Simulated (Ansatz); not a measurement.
# HC18F: the cost of one run

Method: DFT PBE, plane waves, PAW, scalar-relativistic, no spin polarisation, in Ansatz 0.2.0.

1 further run of the same task is left out (it didn't finish).

## Step 1: The starting structure

The cell holds 20 atoms (C18HF): a = 7.398 Å, b = 7.398 Å, c = 12.000 Å, α = 90.00°, β = 90.00°, γ = 120.00°.

Structure file:

```cif
data_structure
_symmetry_space_group_name_H-M 'P 1'
_symmetry_Int_Tables_number 1
_cell_length_a 7.3980
_cell_length_b 7.3980
_cell_length_c 12.0000
_cell_angle_alpha 90.000
_cell_angle_beta 90.000
_cell_angle_gamma 120.000
_cell_volume 568.78
loop_
_atom_site_label
_atom_site_type_symbol
_atom_site_fract_x
_atom_site_fract_y
_atom_site_fract_z
_atom_site_occupancy
C1 C 0.00000 0.00000 0.08333 1
C2 C 0.22222 0.11111 0.08333 1
C3 C 0.00000 0.33333 0.08333 1
C4 C 0.22222 0.44444 0.08333 1
C5 C 0.00000 0.66667 0.08333 1
C6 C 0.22222 0.77778 0.08333 1
C7 C 0.33333 0.00000 0.08333 1
C8 C 0.55556 0.11111 0.08333 1
C9 C 0.33333 0.33333 0.08333 1
C10 C 0.55556 0.44444 0.08333 1
C11 C 0.33333 0.66667 0.08333 1
C12 C 0.55556 0.77778 0.08333 1
C13 C 0.66667 0.00000 0.08333 1
C14 C 0.88889 0.11111 0.08333 1
C15 C 0.66667 0.33333 0.08333 1
C16 C 0.88889 0.44444 0.08333 1
C17 C 0.66667 0.66667 0.08333 1
C18 C 0.88889 0.77778 0.08333 1
F1 F 0.62408 0.12405 0.23750 1
H1 H 0.75674 0.19162 0.27083 1
```

## Step 2: Relaxing end A

Contents of input.yaml:

```yaml
crystal:
  lattice:
    - [7.398, 0.0, 0.0]
    - [-3.699, 6.406856, 0.0]
    - [0.0, 0.0, 12.0]
  atoms:
    - { symbol: C, position: [0.0, 0.0, 0.0833333] }
    - { symbol: C, position: [0.2222222, 0.1111111, 0.0833333] }
    - { symbol: C, position: [0.0, 0.3333333, 0.0833333] }
    - { symbol: C, position: [0.2222222, 0.4444444, 0.0833333] }
    - { symbol: C, position: [0.0, 0.6666667, 0.0833333] }
    - { symbol: C, position: [0.2222222, 0.7777778, 0.0833333] }
    - { symbol: C, position: [0.3333333, 0.0, 0.0833333] }
    - { symbol: C, position: [0.5555556, 0.1111111, 0.0833333] }
    - { symbol: C, position: [0.3333333, 0.3333333, 0.0833333] }
    - { symbol: C, position: [0.5555556, 0.4444444, 0.0833333] }
    - { symbol: C, position: [0.3333333, 0.6666667, 0.0833333] }
    - { symbol: C, position: [0.5555556, 0.7777778, 0.0833333] }
    - { symbol: C, position: [0.6666667, 0.0, 0.0833333] }
    - { symbol: C, position: [0.8888889, 0.1111111, 0.0833333] }
    - { symbol: C, position: [0.6666667, 0.3333333, 0.0833333] }
    - { symbol: C, position: [0.8888889, 0.4444444, 0.0833333] }
    - { symbol: C, position: [0.6666667, 0.6666667, 0.0833333] }
    - { symbol: C, position: [0.8888889, 0.7777778, 0.0833333] }
    - { symbol: F, position: [0.6240814, 0.1240504, 0.2375] }
    - { symbol: H, position: [0.7567441, 0.1916162, 0.2708333] }
basis:
  ecutwfc: 420.0
kpoints:
  mp_grid: { grid: [2, 2, 1] }
hamiltonian:
  xc: pbe
scf:
  occupations: { method: gaussian, width: 0.02 }
  lower_state_search: "off"
relax:
  f_tol: 0.03
  max_steps: 60
  adjacent_minimum: "off"
output:
  write_density: true
  write_potential: true
  elf: true
  volumetric_format: npy
```

The run is started by

```console
> ansatz run input.yaml --threads 1 --pin off --max-ram 3072MiB --backend cpu --events-out ev --progress --plain --runs-dir out
```

**Question.** How long does this run take on 1 thread of Intel Xeon 6975P-C (Granite Rapids), shared host, and how much memory does it need?

About 1.9 min, with a peak of 0.73 GiB.
